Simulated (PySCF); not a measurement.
# Cl6Mo (MoCl6): the cost of one run

Programs: PySCF 2.14.0, with routines of our own; each step states its level. All values are computed. Atoms count from 0.

## 1. The starting structure

7 atoms, charge 0, multiplicity 1; geometry from: GFN2-xTB.

## 2. Optimising the geometry at PBE0-D3(BJ)/def2-SVP

What the job is given:

```
{"job": {"xc": "PBE0", "basis": "def2-SVP", "d3": "d3bj", "grid": 1, "maxiter": 30, "shake": 0.03, "kind": "geom"}, "charge": 0, "multiplicity": 1}
Mo     0.060430    -0.076210     0.015200
Cl    -0.036060    -0.019550     2.292640
Cl    -0.021970     0.017000    -2.321010
Cl     2.396660     0.013750     0.011260
Cl    -2.304270    -0.046390    -0.065430
Cl    -0.038900     2.311830     0.008330
Cl     0.035960    -2.302440    -0.009540
```

The run is started by

```sh
$ OMP_NUM_THREADS=1 python heavy_run.py task.json out
```

One launch serves the whole session: the jobs run in the order shown.

Q: Estimate the wall time and peak memory of this first job on 1 thread of Intel Xeon 6975P-C, shared host.

About 75 s, with a peak of 0.59 GiB.
